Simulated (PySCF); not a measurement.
Molecule: CGeFH5, in a box.

```xyz
8
Lattice="12.0000 0.0000 0.0000 0.0000 13.0000 0.0000 0.0000 0.0000 12.0000" Properties=species:S:1:pos:R:3 pbc="T T T"
C     5.2958    7.4582    5.5123
Ge    6.3623    5.9346    6.0518
F     7.3310    6.4651    7.4066
H     4.6645    7.1952    4.6613
H     5.9466    8.2846    5.2255
H     4.6588    7.7772    6.3377
H     7.3672    5.4802    4.9804
H     5.5259    4.7574    6.5800
```

Base run:

```yaml
Program: PySCF 2.14.0
Functional: SCAN0
Potentials_or_basis: pob-tzvp-rev2 (all-electron)
k_mesh: 1 × 1 × 1
Occupations: fixed
Spin: no spin polarisation
```

Its results: gap between the frontier levels 10.78 eV.

The run is repeated on the same cell with these changes: functional from SCAN0 to PBE. What comes out?

Gap between the frontier levels 7.88 eV.

SCAN0 gives the wider gap, since exact exchange removes part of the self-interaction.

Caveats: this is a molecule in a periodic box at the Γ point, so its band gap is the HOMO-LUMO gap; relativity is left out, which matters for the heavier elements; the basis of atomic orbitals isn't converged, which shifts pressures, moduli and gaps.

